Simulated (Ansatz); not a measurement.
# C2H3ClFNOSi: the cost of one run

The runs use Ansatz 0.2.0, Gaussian basis; the settings change from run to run.

### 1 The relaxed structure

An earlier PBE0-D4 in a triple-zeta def2 set relaxation fixed the geometry.

SMILES `C[Si](F)(Cl)N=C=O`, 10 atoms, charge 0, spin multiplicity 1.

Atoms are counted from 1 here; the program's logs count them from 0.

Bond lengths: C1–Si2 1.833 Å, C1–H8 1.092 Å, C1–H9 1.093 Å, C1–H10 1.092 Å, Si2–F3 1.586 Å, Si2–Cl4 2.039 Å, Si2–N5 1.695 Å, N5–C6 1.198 Å, C6–O7 1.160 Å. Angles: Si2–C1–H8 110.6°, Si2–C1–H9 110.0°, Si2–C1–H10 110.4°, H8–C1–H9 108.7°, H8–C1–H10 108.5°, H9–C1–H10 108.6°, C1–Si2–F3 110.2°, C1–Si2–Cl4 111.6°, C1–Si2–N5 111.3°, F3–Si2–Cl4 107.0°, F3–Si2–N5 107.3°, Cl4–Si2–N5 109.2°, Si2–N5–C6 154.7°, N5–C6–O7 177.3°.

### 2 B97M-V/def2-SVPD

This run has charge +1, multiplicity 2, coordinates scaled by 0.96, finite nuclei, high accuracy, the search for lower states set to light.

in.yaml

```yaml
crystal:
  periodic: [false, false, false]
  atoms:
    - {symbol: C, position_ang: [-1.485042, -0.459840, -0.135176]}
    - {symbol: Si, position_ang: [0.140087, -0.312700, 0.524119]}
    - {symbol: F, position_ang: [0.077589, 0.027291, 2.006883]}
    - {symbol: Cl, position_ang: [1.137821, -1.988415, 0.361496]}
    - {symbol: N, position_ang: [0.969203, 0.878746, -0.210948]}
    - {symbol: C, position_ang: [1.911227, 1.375429, -0.644929]}
    - {symbol: O, position_ang: [2.793696, 1.895199, -1.082441]}
    - {symbol: H, position_ang: [-2.018524, -1.210523, 0.364918]}
    - {symbol: H, position_ang: [-1.999946, 0.447492, -0.026890]}
    - {symbol: H, position_ang: [-1.446238, -0.701829, -1.154153]}
basis:
  gaussian: {orbitals: def2-SVPD, nuclear_model: gaussian}
total_charge: 1
magnetization: {spin_polarized: true, initial_magnetization: 1}
hamiltonian: {xc: {name: B97M-V}}
accuracy: high
scf: {lower_state_search: light}
output: {forces: true}
```

Launch:

```sh
ansatz run in.yaml --threads 2 --pin off --events-out ev --progress --plain --max-ram 32768MiB --backend cpu
```

What time and memory should one allow on 2 threads of AMD EPYC 7R13, shared host?

About 3.4 min, with a peak of 1.9 GiB.
